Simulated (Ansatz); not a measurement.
This script drives the Python package of Ansatz (0.2.0).

Script `cas_c2h4se.py`:
```python
import ansatz as az

geometry_ang = [
    ("C", (-0.7097, 0.357, -0.5915)),
    ("C", (-0.068, 0.1716, 0.5097)),
    ("Se", (0.7373, -1.528, 0.7975)),
    ("H", (-0.7883, -0.3608, -1.361)),
    ("H", (-1.2242, 1.3602, -0.7833)),
    ("H", (0.0344, 0.9704, 1.2571)),
    ("H", (2.0798, -1.0384, 0.1257)),
]
geometry = az.Crystal.molecule()
for symbol, xyz in geometry_ang:
    geometry = geometry.atom(symbol, xyz)

setup = (
    geometry.calculation()
    .basis(gaussian="def2-SVP")
    .correlation(active_electrons=4, active_orbitals=4)
)
for method in [None, "sc_nevpt2"]:
    rep = (setup if method is None else setup.correlation(method)).run(threads=1, pin="off").report
    space = rep["configurations"]
    state = space["states"][0]
    print(method or "casscf", f"total {rep['free_energy_ev'] / 27.211386246:.6f} Ha, active-space state {state['energy']['hartree']:.6f} Ha, mean field {rep['reference_energy_ev'] / 27.211386246:.6f} Ha")
    print("  determinants", state["n_determinants"], " natural occupations", [round(n, 3) for n in space["natural_occupations"]])
```

It is started by `python cas_c2h4se.py`. Estimate its wall time and peak memory on 1 thread of Arm Neoverse V1 (shared host).

It took about 17 s, with a peak of 0.22 GiB, for 2 runs of the engine.

```console
$ python cas_c2h4se.py
casscf total -2477.554583 Ha, active-space state -2477.554583 Ha, mean field -2477.504569 Ha
  determinants 36  natural occupations [1.986, 1.936, 0.064, 0.014]
RunWarning: the results are in doubt because another end's mean lies 0.428 eV lower, and its corrected mean 0.234 eV higher
sc_nevpt2 total -2478.010975 Ha, active-space state -2477.538863 Ha, mean field -2477.504569 Ha
  determinants 36  natural occupations [1.984, 1.924, 0.076, 0.016]
```
(Warnings from the package without file and line.)

What to keep in mind:
- Total energies depend on the basis set; only differences at equal settings carry meaning.
- The geometry is a force-field or estimated start, not a minimum of this method, and the basis set is short of its limit. The active space starts as a window about the frontier orbitals and is then optimised, not chosen by chemistry.
- A lower CASSCF solution was found and passed over, so the printed active-space state isn't the lowest.

(Lines on the test bed's own set-up are left out of the output.)
